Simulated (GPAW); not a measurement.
Input of a GPAW 26.7.0 run:

Contents of run.py:

```python
from ase import Atoms
from ase.dft.bandgap import bandgap
from ase.io import write
from ase.units import GPa
from gpaw import GPAW, PW, setup_paths

setup_paths.insert(0, '.')

atoms = Atoms(['Au', 'Au', 'Au', 'In'],
              cell=[[3.1605898, 0.0, 0.0],
                    [-1.5802949, 2.7371510577, 0.0],
                    [0.0, 0.0, 9.057575]],
              scaled_positions=[[0.3333333333, 0.6666666667, 0.751605],
                                [0.3333333333, 0.6666666667, 0.248395],
                                [0.6666666667, 0.3333333333, 0.5],
                                [0.6666666667, 0.3333333333, 0.0]],
              pbc=True)

calc = GPAW(mode=PW(600),
            xc='PBEsol',
            kpts={'size': (10, 10, 3), 'gamma': True},
            occupations={'name': 'fermi-dirac', 'width': 0.05},
            nbands=42,
            convergence={'density': 1e-05, 'energy': 1e-05},
            maxiter=150,
            txt='gpaw.txt')
atoms.calc = calc
energy = atoms.get_potential_energy()
forces = atoms.get_forces()
stress = atoms.get_stress()
calc.write('gs.gpw')
write('result.traj', atoms)
print(f'Energy: {energy:.6f} eV')
print('Forces (eV/A):')
print(forces.round(4))
print('Stress (GPa):', (stress / GPa).round(3))
print('Fermi level:', round(calc.get_fermi_level(), 4), 'eV')
print(f'Gap: {bandgap(calc)[0]:.4f} eV, direct: {bandgap(calc, direct=True)[0]:.4f} eV')

path = atoms.cell.bandpath('GMKGALHA,LM,KH', npoints=80, eps=1e-4)
bs_calc = calc.fixed_density(kpts=path, symmetry='off', nbands=61,
                             convergence={'bands': 'CBM+6.0', 'eigenstates': 1e-6}, txt='bands.txt')
bs = bs_calc.band_structure()
bs.write('bs.json')
print(f'Gap on the path: {bandgap(bs_calc)[0]:.4f} eV')
```

Potentials or basis: PAW data sets generated in the run's folder for this functional, pw.

Run with:

```sh
$ gpaw-setup -f PBEsol Au In
$ OMP_NUM_THREADS=1 python run.py
```

(1) What does it give for the largest force?

(2) Predict the band gap along the path.

(3) Predict the pressure.

Answers

(1) 0.106 eV/Å.

(2) none (metal or under the smearing width).

(3) -6.5 GPa.

Caveat: with this Au data set, volumes or pressures lay over 1.5 % or 2 GPa off other programs in two to four cells of ten; spin-orbit coupling is left out, which moves the levels of the heavy elements.
